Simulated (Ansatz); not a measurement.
# Ge: an axial (c/a) deformation path

One table from this session's results is given with a row withheld; the runs are named, their logs left out.

Program: Ansatz 0.2.0. Level of theory: DFT r2SCAN, scalar-relativistic, plane waves, PAW. These are calculated values, not measurements.

## The structure to begin with

The structure is orthorhombic, space group Cmcm (No. 63). Conventional cell: a = 2.976 Å, b = 5.189 Å, c = 4.728 Å, α = 90.00°, β = 90.00°, γ = 90.00°. Ge (site symmetry m2m) is surrounded by 12 Ge at 2.92 to 2.99 Å.

As a file:

```cif
data_structure
_symmetry_space_group_name_H-M 'P 1'
_symmetry_Int_Tables_number 1
_cell_length_a 2.9911
_cell_length_b 2.9911
_cell_length_c 4.7276
_cell_angle_alpha 90.000
_cell_angle_beta 90.000
_cell_angle_gamma 120.332
_cell_volume 36.51
loop_
_atom_site_label
_atom_site_type_symbol
_atom_site_fract_x
_atom_site_fract_y
_atom_site_fract_z
_atom_site_occupancy
Ge1 Ge 0.66655 0.33345 0.25000 1
Ge2 Ge 0.33345 0.66655 0.75000 1
```

It goes back to an entry of the Materials Project, which need not be the stable form.

The cell is taken as given, not relaxed at this level.

Set-up of the first run:

File input.yaml:

```yaml
crystal:
  lattice:
    - [1.488052925, -2.59468961, 0.0]
    - [1.488052925, 2.59468961, 0.0]
    - [0.0, 0.0, 4.72759579]
  atoms:
    - { symbol: Ge, position: [0.66655337, 0.33344663, 0.25] }
    - { symbol: Ge, position: [0.33344663, 0.66655337, 0.75] }
basis:
  ecutwfc: 500
kpoints:
  mp_grid: { grid: [20, 20, 12] }
hamiltonian:
  xc: r2scan
scf:
  occupations: { method: gaussian, width: 0.15 }
output:
  forces: true
  stress: true
  eigenvalues: true
  write_density: true
  write_potential: true
  elf: true
  volumetric_format: npy
```

On the command line:

```
$ ansatz run input.yaml --threads 1 --pin off --max-ram 2560MiB --backend cpu --events-out ev --progress --plain --runs-dir out
```

Steps of the session up to this table: The undisturbed cell; Point ρ = 0.850; At ρ = 1.200; At ρ = 0.920; At ρ = 1.100; ρ = 0.960; ρ = 1.050; At ρ = 0.800; At ρ = 1.300.

One of the session's tables, all rows but one given; the rest of the session is left out.

```
    ρ  ΔE (meV/atom)  pressure (GPa)
0.800           35.6             4.1
0.850           39.6             3.7
0.920           22.4             2.4
0.960              ?               ?
1.000            0.0             1.9
1.050           -3.9             1.9
1.100           -3.2             2.2
1.200           23.5             3.4
1.300           89.5             5.8
```

Q: Estimate the row for ρ = 0.960 from the others.

Worked estimate for «ΔE (meV/atom)». A straight line through the neighbours (0.920, 22.4) and (1.000, 0.0) gives 22.4 + (0.0 − 22.4) × (0.960 − 0.920) / (1.000 − 0.920) = 11.2; a parabola fitted to 4 rows on both sides gives 10.7.

As computed: ΔE (meV/atom): 11.2; pressure (GPa): 2.3. In «ΔE (meV/atom)» the line misses by 0.0 and the parabola by -0.5.
